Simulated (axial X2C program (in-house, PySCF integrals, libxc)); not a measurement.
# AsF⁺: bond curves in the non-relativistic limit (speed of light times 100)

What are the state, bond length, wavenumber and bond energy of AsF⁺?

Method: all-electron X2C, As dyall-v3z, F dyall-v3z; program: an in-house X2C program for linear molecules on PySCF integrals.

All values are calculated.

## (1) The job

task.json

```json
{"zs": [33, 9], "q": 1, "bas": ["dyall-v3z", "dyall-v3z"], "levels": ["PBE0", "HF", "LDA", "M06"], "cc": false, "r0": 1.85, "npts": 10, "nst": 2, "ntry": 6, "opt": {"cfac": 100}}
```

Keys: zs atomic numbers; q charge; bas basis sets; levels methods (HF also brings MP2); cc coupled cluster on or off; r0 starting distance in Å; npts points asked for on the curve; nst determinants followed; ntry starts of the search; cfac factor on the speed of light (100 gives the non-relativistic limit).

On the command line:

```bash
> python so2c.py task.json out
```

The Hamiltonian is the X2C one with the speed of light multiplied by 100, which is the non-relativistic limit. Basis: As dyall-v3z contracted to [8s8p5d1f], F dyall-v3z contracted to [6s5p2d1f]; Gaussian nuclei, density fitting. Masses: As 74.922 u, F 18.998 u.

Notation: σ, π±, δ± give the projection m of an orbital's angular momentum (0, ±1, ±2), α and β its spin, Λ and M_S the sums; ω is the projection of a spinor's total angular momentum and Ω the sum. Logs are in hartree.

The runs that follow: PBE0, non-rel.; HF, non-rel.; LDA, non-rel.; M06, non-rel..

Before running it: what results should come out? Wanted: for each run, Hamiltonian; Re; ωe; De; μ.

**Answer**, as computed:

Lowest determinant that the search found at its distance, non-rel.: M_S = 1/2, Λ = 1 (beyond closed shells: π+α).

```
Hamiltonian  level  Re (Å)  ωe (cm⁻¹)  De (eV)  μ (D)
   non-rel.   PBE0   1.661        838     4.61  -2.21
   non-rel.    LDA   1.664        820     6.09  -2.00
   non-rel.    M06   1.662        834     4.81  -2.39
```

Dipoles are positive if F is the positive end and refer to the centre of mass. No constants: non-rel. HF (the solution changes its character somewhere along the scan, so the fit is set aside); non-rel. MP2 (the reference changes its character somewhere along the scan, so the fit is set aside).

**Reading.** Bond lengths run from 1.661 Å (non-rel. PBE0) to 1.664 Å (non-rel. LDA).

De refers to As+ + F, each in the lowest determinant found, which need not be this curve's own limit. Each curve is one determinant whose occupation by symmetry is held fixed; it was picked as the lowest of a PBE0 search that is not exhaustive. Dissociation energies refer to the lowest single-determinant-based atoms at the same level and basis. The meta-GGAs lack a current-density term, which matters for open shells with orbital currents, atoms included. These are model numbers, with the speed of light changed.
